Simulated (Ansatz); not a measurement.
# SnH (doublet): wave-function methods side by side, def2-TZVPD

How much of the correlation energy of SnH (doublet) does each wave-function method recover here?

Method: def2-TZVPD, core rule «outside noble gas», up to 9 orbitals frozen; program: Ansatz 0.2.0, Gaussian basis.

The runs, in order: UHF; CCSD(T) on ROHF; CCSD(T) on UHF; BCCD(T) on ROHF; CISD as a restricted active space (open shells left free, so some higher excitations enter); CCSDT(Q) on ROHF; CCSDT(Q) on UHF; CISDTQ; CCSDTQ on ROHF; CASSCF and MRCISD+Q, 5 electrons in 5 orbitals; CASSCF and NEVPT2, 5 electrons in 5 orbitals; Full CI.

2 further runs of the same task are left out: 2 set aside as unsound or not needed. Runs told in other sessions of the task aren't counted.

**1. The geometry**

The geometry is a PBE0/def2-TZVPD stationary point (not a proven minimum) of the parent state, kept for this charge and spin. No spin-orbit coupling is included. Elements past krypton take def2 core potentials.

2 atoms, charge 0, spin multiplicity 2.

Atoms are counted from 1 here; the program's logs count them from 0.

Bond lengths: Sn1–H2 1.806 Å.

Geometry (Å):

```xyz
2
charge 0, multiplicity 2
Sn    0.0000    0.0000    0.0000
H     0.0000    0.0000    1.8060
```

**2. UHF**

in.yaml

```yaml
crystal:
  periodic: [false, false, false]
  atoms:
    - {symbol: Sn, position_ang: [0.000000, 0.000000, 0.000000]}
    - {symbol: H, position_ang: [0.000000, 0.000000, 1.806000]}
basis:
  gaussian: {orbitals: def2-TZVPD}
magnetization: {spin_polarized: true, initial_magnetization: 1}
hamiltonian: {xc: hf}
output: {orbitals: {seedname: orbitals}}
```

On the command line:

```
ansatz run in.yaml --threads 1 --pin off --events-out ev --progress --plain --max-ram 2880MiB --backend cpu
```

Further steps of the session: CCSD(T) on ROHF; CCSD(T) on UHF; BCCD(T) on ROHF; CISD as a restricted active space (open shells left free, so some higher excitations enter); CCSDT(Q) on ROHF; CCSDT(Q) on UHF; CISDTQ; CCSDTQ on ROHF; CASSCF and MRCISD+Q, 5 electrons in 5 orbitals; CASSCF and NEVPT2, 5 electrons in 5 orbitals; Full CI.

Before running them: what should the planned runs give, taken together? Wanted: FCI from the RHF energy; RMP2 from FCI; UMP2 from FCI; RCCSD from FCI; RCCSD(T) from FCI; UCCSD(T) from FCI; RCCSDT(Q) from FCI; UCCSDT(Q) from FCI; NEVPT2 valence from FCI.

The runs gave:

| quantity | value |
| --- | --- |
| FCI from the ROHF energy | -2.4810 eV |
| RMP2 from FCI | +598.6 meV |
| UMP2 from FCI | +604.4 meV |
| RCCSD from FCI | +78.4 meV |
| RCCSD(T) from FCI | +16.5 meV |
| UCCSD(T) from FCI | +10.8 meV |
| RCCSDT(Q) from FCI | -0.4 meV |
| UCCSDT(Q) from FCI | -6.3 meV |
| NEVPT2 valence from FCI | +457.7 meV |
| MRCISD+Q valence from FCI | -2.2 meV |
| levels within 1 kcal/mol (43 meV) | RCCSD(T), UCCSD(T), BCCD(T), RCCSDT, UCCSDT, CISDTQ, RCCSDT(Q), UCCSDT(Q), RCCSDTQ, MRCISD+Q valence |
| T1 diagnostic | 0.021 |
| effectively unpaired electrons | 1.06 |

RCCSD(T) misses by +16.5 meV, 0.7 % of the correlation energy. UCCSDT, UCCSDT(Q), MRCISD+Q valence fall below full CI: unrestricted runs freeze a spin-polarised core, another one than full CI's, and coupled cluster isn't variational. One determinant dominates. Of the multireference levels listed MRCISD+Q valence comes nearest in total energy (-2.2 meV), which doesn't show that its space is the better one. These misses are within one basis, not against nature; the frozen cores of restricted and unrestricted runs differ, which can shift their rows.

Levels on UHF freeze UHF's core orbitals, full CI those of ROHF, so the U rows can settle a little off it for that reason alone.

With open shells the CI space here admits some higher excitations, so it is larger than plain CISD.
